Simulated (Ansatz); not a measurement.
# quartet SnH2ClO2: levels of theory compared

Wanted: a comparison of 6 runs (UHF/3-21G, U-wB97M-V/def2-SVP, UB2PLYP/def2-SVP, UB3LYP/def2-SVP, UBHLYP/def2-SVP, USVWN5/def2-SVP) of quartet SnH2ClO2. 

The results are computed with Ansatz 0.2.0.

63 further runs of the same task are left out: 63 set aside as unsound or not needed.

### 1 The system as given

SnH2ClO2: 6 atoms, total charge 0, spin state quartet. As SMILES of the parent species, `[OH][Sn]([OH])[Cl]`. The shape is that of a PBE0-D4/def2-TZVP optimisation. This is one conformer, not always the lowest. That shape belongs to the parent species and isn't relaxed for this state.

Bond lengths: O1–Sn2 1.969 Å, Sn2–O3 1.960 Å, Sn2–Cl4 2.349 Å, O1–H5 0.962 Å, O3–H6 0.964 Å. Angles: O1–Sn2–O3 101.9°, O1–Sn2–Cl4 109.1°, O3–Sn2–Cl4 108.0°, Sn2–O1–H5 114.3°, Sn2–O3–H6 110.7°.

### 2 A single-point energy at UHF/3-21G (run 1)

in.yaml

```yaml
crystal:
  periodic: [false, false, false]
  atoms:
    - {symbol: O, position_ang: [-0.447400, 1.400500, -0.158300]}
    - {symbol: Sn, position_ang: [0.371800, -0.318200, -0.659700]}
    - {symbol: O, position_ang: [1.256500, -0.847900, 1.007700]}
    - {symbol: Cl, position_ang: [-1.328200, -1.877100, -1.106600]}
    - {symbol: H, position_ang: [-1.182700, 1.666400, -0.718500]}
    - {symbol: H, position_ang: [1.372100, -0.087800, 1.589200]}
basis:
  gaussian: {orbitals: 3-21G-spherical.json}
magnetization: {spin_polarized: true, initial_magnetization: 3}
hamiltonian: {xc: hf}
accuracy: high
output: {orbitals: {seedname: orbitals}}
```

The basis set 3-21G is read from a file made from the Basis Set Exchange's data (not shown).

Launch:

```console
$ ansatz run in.yaml --threads 1 --pin off --max-ram 3480MiB --events-out events.jsonl --progress --plain --runs-dir runs
```

Output (excerpt; [...] marks lines left out):

```text
Warning: RAYON_NUM_THREADS=1 ignored (pool sized by the plan → 1); use --threads N
Functional definition: HF
  name "HF"
[...]
1367 factors; integrals over basis functions are off by at most 8.8e-9 eV
[...]
mean field -179690.14788430 eV, -6603.4911363912 hartree, gradient 2.5e-8 eV, S^2 3.758747; 3 other end points of the search recorded, 0 dependent functions left out
reference -179690.14788430 eV, -6603.4911363912 hartree; 44, 41 occupied and 22, 25 virtual orbitals, 1367 factors
Total energy: -179690.14788430 eV, -6603.4911363912 hartree
```

It took 22 s on 1 thread of Arm Neoverse V2, shared host; peak memory 0.36 GiB.

### 3 The energy at U-wB97M-V/def2-SVP (core potential) (run 2)

input.yaml

```yaml
crystal:
  periodic: [false, false, false]
  atoms:
    - {symbol: O, position_ang: [-0.447400, 1.400500, -0.158300]}
    - {symbol: Sn, position_ang: [0.371800, -0.318200, -0.659700]}
    - {symbol: O, position_ang: [1.256500, -0.847900, 1.007700]}
    - {symbol: Cl, position_ang: [-1.328200, -1.877100, -1.106600]}
    - {symbol: H, position_ang: [-1.182700, 1.666400, -0.718500]}
    - {symbol: H, position_ang: [1.372100, -0.087800, 1.589200]}
basis:
  gaussian: {orbitals: def2-SVP}
magnetization: {spin_polarized: true, initial_magnetization: 3}
hamiltonian: {xc: {name: wB97M-V}}
accuracy: high
output: {orbitals: {seedname: orbitals}}
```

Launch:

```console
$ ansatz run input.yaml --threads 1 --pin off --max-ram 3480MiB --events-out events.jsonl --progress --plain --runs-dir runs
```

Output (excerpt; [...] marks lines left out):

```text
Warning: RAYON_NUM_THREADS=1 ignored (pool sized by the plan → 1); use --threads N
Functional definition: wB97M-V
  name "wB97M-V"
[...]
  gx(w, u) = 1 - cx + cx01*u + cx10*w
  gss(w, u) = css00 + css04*u^4 + css10*w + css20*w^2 + css43*w^4*u^3
  gos(w, u) = cos00 + cos10*w + (cos20 + cos21*u)*w^2 + (cos60 + cos61*u)*w^6
[...]
      + integral(e_c_pw_mod_opposite_spin*gos(b97_w_opposite, b97_u_opposite)) + vv10(b, c)
1801 factors; integrals over basis functions are off by at most 3.3e-9 eV
349 factors; integrals over basis functions are off by at most 1.7e-9 eV
[...]
mean field -22464.31180636 eV, -825.5482320262 hartree, gradient 8.5e-8 eV, S^2 3.757470; 6 other end points of the search recorded, 0 dependent functions left out
reference -22464.31181038 eV, -825.5482321739 hartree; 30, 27 occupied and 52, 55 virtual orbitals, 1801 factors
Total energy: -22464.31181038 eV, -825.5482321739 hartree
```

It took 2.5 min on 1 thread of Arm Neoverse V2, shared host; peak memory 1 GiB.

Runs 3 to 5 aren't shown in full; the table further down has their settings and results.

### 4 The energy at USVWN5/def2-SVP (core potential) (run 6)

Edit in.yaml of step 2 so:

```diff
@@ -10,5 +10,10 @@
 basis:
-  gaussian: {orbitals: 3-21G-spherical.json}
-magnetization: {spin_polarized: true, initial_magnetization: 3}
-hamiltonian: {xc: hf}
+  gaussian:
+    orbitals: def2-SVP
+total_charge: 0
+magnetization:
+  spin_polarized: true
+  initial_magnetization: 3
+hamiltonian:
+  xc: {name: SVWN5}
 accuracy: high
```

Launch:

```console
$ ansatz run in.yaml --threads 1 --pin off --max-ram 3480MiB --events-out events.jsonl --progress --plain --runs-dir runs
```

Output:

```text
Warning: RAYON_NUM_THREADS=1 ignored (pool sized by the plan → 1); use --threads N
Functional definition: SVWN5
  name "SVWN5"
  exchange = slater_x
  correlation = vwn5_c
1801 factors; integrals over basis functions are off by at most 3.3e-9 eV
mean field evaluation 1: about -22372.2016 eV, gradient 6.2e1 eV
mean field evaluation 2: about -22140.0970 eV, gradient 1.9e2 eV
mean field evaluation 4: about -22360.9987 eV, gradient 7.2e1 eV
mean field evaluation 8: about -22388.8255 eV, gradient 1.0e1 eV
mean field evaluation 16: about -22389.1001 eV, gradient 8.7e0 eV
mean field evaluation 32: about -22389.1629 eV, gradient 6.3e0 eV
mean field evaluation 64: about -22389.5959 eV, gradient 3.5e-1 eV
mean field evaluation 96: about -22388.5412 eV, gradient 6.9e-1 eV
mean field evaluation 128: about -22389.5936 eV, gradient 2.4e-1 eV
mean field -22389.67655425 eV, -822.8054371008 hartree, gradient 2.2e-8 eV, S^2 3.752097; 10 other end points of the search recorded, 0 dependent functions left out
reference -22389.67655746 eV, -822.8054372187 hartree; 30, 27 occupied and 52, 55 virtual orbitals, 1801 factors
Total energy: -22389.67655746 eV, -822.8054372187 hartree
```

It took 18 s on 1 thread of Arm Neoverse V2, shared host; peak memory 0.25 GiB.

### 5 All runs side by side

| run | level | core potential | frozen core orbitals | energy (Eh) | HOMO energy (eV) | ⟨S²⟩ | wall time |
| --- | --- | --- | --- | --- | --- | --- | --- |
| 1 | UHF/3-21G | none | – | -6603.491136 | -4.36 | 3.759 | 22 s |
| 2 | U-wB97M-V/def2-SVP (core potential) | def2-SVP | – | -825.548232 | -4.24 | 3.757 | 2.5 min |
| 3 | UB2PLYP/def2-SVP (core potential) | def2-SVP | 11 | -825.114249 | -3.11 | 3.760 | 47 s |
| 4 | UB3LYP/def2-SVP (core potential) | def2-SVP | – | -825.761935 | -1.99 | 3.757 | 51 s |
| 5 | UBHLYP/def2-SVP (core potential) | def2-SVP | – | -825.523342 | -3.14 | 3.760 | 20 s |
| 6 | USVWN5/def2-SVP (core potential) | def2-SVP | – | -822.805437 | -1.31 | 3.752 | 18 s |

### 6 Results

| quantity | value |
| --- | --- |
| run 6: total energy | -822.80544 Eh |
| run 6: HOMO energy (highest over α and β) | -1.31 eV |
| run 6: ⟨S²⟩ | 3.752 |

What this shows: Totals of different functionals can't be ranked against each other. Some runs of one species differ in core potentials or relativity; totals across that change don't compare. In run 1 relativity is left out where basis or elements ask for it. All runs together took 5.2 min, the longest 2.5 min.
